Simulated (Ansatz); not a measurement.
# RuO3(NH) (RuHNO3): geometry optimisation

Aim: relax RuO3(NH) (RuHNO3) at this level.

Method: RKS r2SCAN0-D4/def2-SVP; program: Ansatz 0.2.0.

## Step 1: Where the work starts

6 atoms, charge 0, spin multiplicity 1.

Atoms are counted from 1 here; the program's logs count them from 0.

Bond lengths: Ru1–O2 1.703 Å, Ru1–O3 1.697 Å, Ru1–O4 1.703 Å, Ru1–N5 1.745 Å, N5–H6 1.036 Å. Angles: O2–Ru1–O3 111.3°, O2–Ru1–O4 107.9°, O2–Ru1–N5 109.7°, O3–Ru1–O4 111.4°, O3–Ru1–N5 106.8°, O4–Ru1–N5 109.7°, Ru1–N5–H6 127.6°.

Coordinates:

```mol
HNO3Ru
  3D, bonds by distance, orders not assigned

  6  5  0  0  0  0  0  0  0  0999 V2000
    0.2660    0.3301    0.1043 Ru  0  0
    0.1140    0.2928    1.8001 O   0  0
    1.8905    0.4738   -0.3665 O   0  0
   -0.6657    1.6313   -0.4774 O   0  0
   -0.3262   -1.1650   -0.5725 N   0  0
   -1.2785   -1.5630   -0.4879 H   0  0
  1  2  8  0
  1  3  8  0
  1  4  8  0
  1  5  8  0
  5  6  8  0
M  END
```

## Step 2: Relaxation

File input.yaml:

```yaml
crystal:
  periodic: [false, false, false]
  atoms:
    - { symbol: Ru, position_ang: [0.265977, 0.3301, 0.104268] }
    - { symbol: O, position_ang: [0.113952, 0.292797, 1.800086] }
    - { symbol: O, position_ang: [1.890484, 0.473754, -0.366542] }
    - { symbol: O, position_ang: [-0.665663, 1.631312, -0.477371] }
    - { symbol: "N", position_ang: [-0.326219, -1.164965, -0.572506] }
    - { symbol: H, position_ang: [-1.278531, -1.562999, -0.487936] }
basis:
  gaussian: { orbitals: def2-SVP }
hamiltonian:
  xc: { name: r2SCAN0 }
  dispersion: d4
output:
  forces: true
relax:
  f_tol: 0.003
  max_steps: 120
```

Run with:

```
ansatz run input.yaml --threads 1 --pin off --max-ram 2560MiB --backend cpu --events-out ev --progress --plain --runs-dir out
```

The program printed, cut to the lines that bear on the results:

```text
Warning: RAYON_NUM_THREADS=1 ignored (pool sized by the plan → 1); use --threads N
[...]
Functional definition: r2SCAN0
[...]
997 factors; integrals over basis functions are off by at most 2.1e-4 eV
[...]
mean field -10213.75827090 eV, -375.3486933214 hartree, gradient 3.4e-5 eV, S^2 0.000000; 0 other end points of the search recorded, 0 dependent functions left out
[...]
reference -10213.75828990 eV, -375.3486940199 hartree; 24, 24 occupied and 68, 68 virtual orbitals, 997 factors
relax step   1: F+E_penalty+E_count = -10213.80013890 eV  Δ(F+E_penalty+E_count) = +0.000e0 eV  max|allowed force component| = 1.954e0 eV/Å  Δτ_max = 0.0000 Å  (35 SCF iters, accepted)
[...]
relax step   7: F+E_penalty+E_count = -10213.94529323 eV  Δ(F+E_penalty+E_count) = -6.888e-6 eV  max|allowed force component| = 5.307e-3 eV/Å  Δτ_max = 0.0015 Å  (30 SCF iters, accepted)
[...]
relax step   8: F+E_penalty+E_count = -10213.94529370 eV  Δ(F+E_penalty+E_count) = -4.716e-7 eV  max|allowed force component| = 3.404e-4 eV/Å  Δτ_max = 0.0001 Å  (25 SCF iters, accepted)
997 factors; integrals over basis functions are off by at most 1.9e-4 eV
mean field -10213.90298891 eV, -375.3540116104 hartree, gradient 2.1e-5 eV, S^2 0.000000; 1 other end points of the search recorded, 0 dependent functions left out
[...]
reference -10213.90300795 eV, -375.3540123099 hartree; 24, 24 occupied and 68, 68 virtual orbitals, 997 factors
Total energy: -10213.94531273 eV, -375.3555669821 hartree
Atom 0 at     0.264816     0.324779     0.100884 Å, force    -0.000340    -0.000025     0.000285 eV/Å
Atom 1 at     0.112168     0.287958     1.760595 Å, force    -0.000063     0.000109    -0.000213 eV/Å
Atom 2 at     1.854270     0.468795    -0.356949 Å, force     0.000309     0.000006    -0.000163 eV/Å
Atom 3 at    -0.648007     1.599468    -0.465880 Å, force     0.000047    -0.000050     0.000137 eV/Å
Atom 4 at    -0.324622    -1.135850    -0.558262 Å, force    -0.000277    -0.000211     0.000003 eV/Å
Atom 5 at    -1.258625    -1.545151    -0.480389 Å, force     0.000324     0.000170    -0.000049 eV/Å
Dipole moment:    -0.391835    -0.376012    -0.087677 e Å
```

Run time: 33 s. Hardware: 1 thread of Intel Xeon 6975P-C (Granite Rapids), shared host; peak memory 0.24 GiB.

Relaxation path:

```tsv
step	energy from step 1 (eV)	largest force component (eV/Å)
1	0.0000	1.9536
2	-0.1418	0.2981
3	-0.1448	0.0361
4	-0.1449	0.0204
5	-0.1450	0.0394
6	-0.1451	0.0228
7	-0.1452	0.0053
8	-0.1452	0.0003
```

Bonds that changed most:

```tsv
bond	before (Å)	after (Å)	change (Å)
Ru1–N5	1.745	1.707	-0.037
Ru1–O3	1.697	1.660	-0.037
Ru1–O2	1.703	1.667	-0.036
Ru1–O4	1.703	1.667	-0.036
N5–H6	1.036	1.023	-0.013
```

## Step 3: Summary of results

```
             quantity      value
        energy gained  0.1452 eV
root mean square move    0.033 Å
        dipole moment     2.64 D
```

Bond lengths: Ru1–O2 1.667 Å, Ru1–O3 1.660 Å, Ru1–O4 1.667 Å, Ru1–N5 1.707 Å, N5–H6 1.023 Å. Angles: O2–Ru1–O3 111.4°, O2–Ru1–O4 107.8°, O2–Ru1–N5 109.5°, O3–Ru1–O4 111.4°, O3–Ru1–N5 107.4°, O4–Ru1–N5 109.5°, Ru1–N5–H6 128.9°. No frequencies were computed here.
